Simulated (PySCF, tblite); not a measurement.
# C4H13BN2Si: geometry, infrared bands and NMR shifts

Wanted: the infrared bands and NMR shifts of C4H13BN2Si (`NBN1CCCC[SiH2]1`), by calculation.

Computed with tblite 0.8.0 and PySCF 2.14.0, with density-fitted response routines of our own, on a single molecule in the gas phase. Atoms count from 0, in the outputs and in this text.

### 1 The molecule as given

21 atoms, charge 0, multiplicity 1; geometry from: force field or distance geometry start.

Bonds of the start (Å): N0–B1 1.54, B1–N2 1.52, N2–C3 1.47, C3–C4 1.55, C4–C5 1.55, C5–C6 1.54, C6–Si7 1.87, Si7–N2 1.80, N0–H8 1.05, N0–H9 1.05, B1–H10 1.18, C3–H11 1.13, C3–H12 1.10, C4–H13 1.10, C4–H14 1.10, C5–H15 1.10, C5–H16 1.11, C6–H17 1.10, C6–H18 1.12, Si7–H19 1.47, Si7–H20 1.47.

### 2 Optimising the geometry with GFN2-xTB

Job settings and geometry (Å):

```
{"job": {"kind": "relax", "xc": "GFN2-xTB", "basis": "xTB"}, "charge": 0, "multiplicity": 1}
N      3.530900    -0.138600     0.465100
B      2.268700    -0.292300    -0.395900
N      0.903500    -0.031200     0.223200
C      0.055700    -1.229600     0.125000
C     -1.333300    -1.011900     0.770800
C     -2.208200    -0.063800    -0.085400
C     -1.636300     1.361800    -0.145100
Si     0.144500     1.313600    -0.711100
H      3.414000    -0.763100     1.297000
H      3.522700     0.846400     0.823100
H      2.374400    -0.649200    -1.513100
H      0.540900    -2.065500     0.701800
H     -0.066700    -1.578400    -0.912000
H     -1.214600    -0.607100     1.790600
H     -1.854600    -1.981300     0.841600
H     -2.309000    -0.467400    -1.101200
H     -3.220100    -0.017100     0.364100
H     -2.236400     1.974400    -0.840400
H     -1.672800     1.821200     0.875200
H      0.180000     1.004700    -2.148000
H      0.807700     2.591200    -0.425700
```

On the command line:

```sh
OMP_NUM_THREADS=1 python probes_run.py task.json out
```

The driver reads the jobs from task.json and runs them one after another.

**Question.** This job is followed by: GFN2-xTB harmonic vibrations, gas phase; GIAO PBE0/pcSseg-1 NMR shielding, non-relativistic, gas phase. Predict these results of the whole session: strongest single infrared mode (GFN2-xTB); zero-point energy (GFN2-xTB); 13C shifts against TMS (PBE0/pcSseg-1); 1H shifts against TMS (PBE0/pcSseg-1, means over atoms taken as alike); 15N shifts against NH3 (PBE0/pcSseg-1); 11B shifts against BF3·OEt2 (PBE0/pcSseg-1); 29Si shifts against TMS (PBE0/pcSseg-1); surface potential, 1st and 99th percentile.

**Answer**, as computed:

```
                                                              quantity                                         value
                             strongest single infrared mode (GFN2-xTB)                         1373 cm⁻¹, 499 km/mol
                                          zero-point energy (GFN2-xTB)                                108.9 kcal/mol
                                13C shifts against TMS (PBE0/pcSseg-1)                    55.7, 36.1, 29.0, 11.6 ppm
1H shifts against TMS (PBE0/pcSseg-1, means over atoms taken as alike)  4.80, 4.16, 3.37, 2.75, 1.88, 1.46, 0.79 ppm
                                15N shifts against NH3 (PBE0/pcSseg-1)                                81.0, 77.5 ppm
                           11B shifts against BF3·OEt2 (PBE0/pcSseg-1)                                      27.0 ppm
                               29Si shifts against TMS (PBE0/pcSseg-1)                                     -46.9 ppm
                                 surface potential, 1st and 99th percentile                            -0.80 V and 1.38 V
```

In words: Relaxing lowered the energy by 1.876 eV in 118 steps; the close pair that moved most is N0–B1, from 1.536 to 1.394 Å. No mode is imaginary among the 57: a minimum at this level. The strongest single mode, at 1373 cm⁻¹, moves mainly B1. Unscaled tight-binding wavenumbers are off by several per cent, some by more. Its intensities can rank the bands wrongly. At PBE0/pcSseg-1: The largest span, 140 ppm, is at N2, where the paramagnetic term is -141 ppm.
